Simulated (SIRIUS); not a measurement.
GaGe in SIRIUS: the effect of functional

Crystal: GaGe.

```
CELL_PARAMETERS angstrom
0.00000 2.89784 2.89784
2.89784 0.00000 2.89784
2.89784 2.89784 0.00000
ATOMIC_POSITIONS crystal
Ge 0.00000 0.00000 0.00000
Ga 0.25000 0.25000 0.25000
```

The cell comes from a database or a generator and needn't be the stable form of this composition.

Alike in all runs:

```yaml
Program: SIRIUS 7.12.0
Task: single point
Potentials_or_basis: PseudoDojo 0.4.1 PBE standard (scalar relativistic)
Cutoff: 1102 eV
Density_cutoff: 4408 eV
k_mesh: 7 × 7 × 7
Occupations: fermi-dirac, width 0.05 eV
Spin: no spin polarisation
```

**Question.** One run gave: pressure 3.0 GPa. Which functional did it use?
A. HLE16
B. RPBE
C. LDA
D. BLYP
E. PBE

**Answer.** D.

```csv
functional,pressure (GPa)
LDA,-4.7
PBE,0.3
PBEsol,-2.3
RPBE,2.4
revPBE,1.8
BLYP,3.0
PW91,0.1
AM05,-2.1
HLE16,-5.7
LDA-VWN,-4.7
APBE,1.2
```

Caveats: the potentials were made for another functional, which shifts forces and pressure (some runs); the potentials were made for a functional far from this one (some runs).
